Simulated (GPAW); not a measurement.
A run of GPAW 26.7.0 is set up as follows.

File run.py:

```python
from ase import Atoms
from ase.dft.bandgap import bandgap
from ase.io import write
from ase.units import Bohr, GPa
from gpaw import GPAW, PW
from gpaw.elf import elf_from_dft_calculation

atoms = Atoms(['Pt', 'Se'],
              cell=[[3.7018703299, 0.0, 0.0],
                    [-1.850935165, 3.2059137472, 0.0],
                    [0.0, 0.0, 3.61284203]],
              scaled_positions=[[0.0, 0.0, 0.0],
                                [0.6666666667, 0.3333333333, 0.5]],
              pbc=True)

calc = GPAW(mode=PW(600),
            xc='LDA',
            kpts={'size': (8, 8, 7), 'gamma': True},
            occupations={'name': 'fermi-dirac', 'width': 0.05},
            nbands=22,
            convergence={'density': 1e-05, 'energy': 1e-05},
            maxiter=150,
            txt='gpaw.txt')
atoms.calc = calc
energy = atoms.get_potential_energy()
forces = atoms.get_forces()
stress = atoms.get_stress()
calc.write('gs.gpw')
write('result.traj', atoms)
print(f'Energy: {energy:.6f} eV')
print('Forces (eV/A):')
print(forces.round(4))
print('Stress (GPa):', (stress / GPa).round(3))
print('Fermi level:', round(calc.get_fermi_level(), 4), 'eV')
print(f'Gap: {bandgap(calc)[0]:.4f} eV, direct: {bandgap(calc, direct=True)[0]:.4f} eV')

# fields on the real-space grid
write('density.cube', atoms, data=calc.get_pseudo_density() * Bohr**3)
write('potential.cube', atoms, data=calc.get_electrostatic_potential())
write('elf.cube', atoms, data=elf_from_dft_calculation(calc).data)
```

Potentials or basis: the program's PAW data sets (release 1.2.1) made for this functional, pw.

Launch:

```console
$ OMP_NUM_THREADS=1 python run.py
```

(1) Predict the band gap on the k mesh.

(2) Estimate the pressure.

Answers

(1) none (metal or under the smearing width).

(2) -18.4 GPa.
